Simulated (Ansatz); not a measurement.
# CH4Ge (triplet): the correlation ladder at a displaced geometry (v1), cc-pVDZ

The task here is to estimate one member of a computed series from the others.

Computed with Ansatz 0.2.0, Gaussian basis. Level: cc-pVDZ, core rule «outside noble gas», up to 15 orbitals frozen.

To be run: UHF; CCSD(T) on ROHF; CCSD(T) on UHF; BCCD(T) on ROHF; CISD; CCSDT(Q) on ROHF; CCSDT(Q) on UHF.

17 further runs of the same task are left out: 3 that didn't finish, 14 set aside as unsound or not needed.

**What is computed**

The geometry is a PBE0/def2-TZVP stationary point (not a proven minimum) with its atoms shifted at random (size 0.040 Å). No spin-orbit coupling is included. The filled d shell of Ge may be among the frozen orbitals whatever the setting's name suggests; the logs give the count.

6 atoms, charge 0, spin multiplicity 3.

Atoms are counted from 1 here; the program's logs count them from 0.

Bond lengths: Ge1–C2 1.936 Å, Ge1–H3 1.544 Å, Ge1–H4 1.580 Å, C2–H5 1.047 Å, C2–H6 1.129 Å. Angles: C2–Ge1–H3 109.8°, C2–Ge1–H4 109.5°, H3–Ge1–H4 111.4°, Ge1–C2–H5 128.3°, Ge1–C2–H6 122.1°, H5–C2–H6 109.6°.

Geometry (Å):

```xyz
6
CH4Ge
Ge    0.0324    0.0021    0.3072
C    -0.0607   -0.0140   -1.6263
H    -0.5968    1.3032    0.8516
H    -0.6996   -1.2754    0.8814
H     0.7289   -0.0013   -2.3137
H    -1.0447   -0.0143   -2.1801
```

The first run:

Input file in.yaml:

```yaml
crystal:
  periodic: [false, false, false]
  atoms:
    - {symbol: Ge, position_ang: [0.032408, 0.002146, 0.307214]}
    - {symbol: C, position_ang: [-0.060708, -0.013997, -1.626333]}
    - {symbol: H, position_ang: [-0.596813, 1.303202, 0.851613]}
    - {symbol: H, position_ang: [-0.699588, -1.275391, 0.881415]}
    - {symbol: H, position_ang: [0.728944, -0.001322, -2.313658]}
    - {symbol: H, position_ang: [-1.044692, -0.014341, -2.180073]}
basis:
  gaussian: {orbitals: cc-pVDZ}
magnetization: {spin_polarized: true, initial_magnetization: 2}
hamiltonian: {xc: hf}
output: {orbitals: {seedname: orbitals}}
```

Run with:

```bash
$ ansatz run in.yaml --threads 1 --pin off --events-out ev --progress --plain --max-ram 2393MiB
```

Among the steps run: UHF; CCSD(T) on ROHF; CCSD(T) on UHF; BCCD(T) on ROHF; CISD; CCSDT(Q) on ROHF; CCSDT(Q) on UHF.

One table of the session follows, with a row left open; its other results are not shown here.

| method | from UCCSDT(Q) (meV) |
| --- | --- |
| ROHF | ? |
| UHF | +6639.9 |
| RMP2 | +1231.2 |
| UMP2 | +1236.0 |
| CISD | +692.4 |
| RCCSD | +194.3 |
| UCCSD | +188.5 |
| RCCSD(T) | +39.0 |
| UCCSD(T) | +35.3 |
| BCCD(T) | +38.4 |
| RCCSDT | +11.8 |
| UCCSDT | +7.6 |
| RCCSDT(Q) | +4.4 |
| UCCSDT(Q) | 0 |

Q: Estimate the row for ROHF from the others.

As computed: from UCCSDT(Q) (meV): +6777.3. In the column «from UCCSDT(Q) (meV)» it is the highest.

Caveats from the session: Restricted and unrestricted rows rest on different reference determinants; where their highest levels disagree by more than a few hundredths of an eV, they describe different states and don't form one ladder.
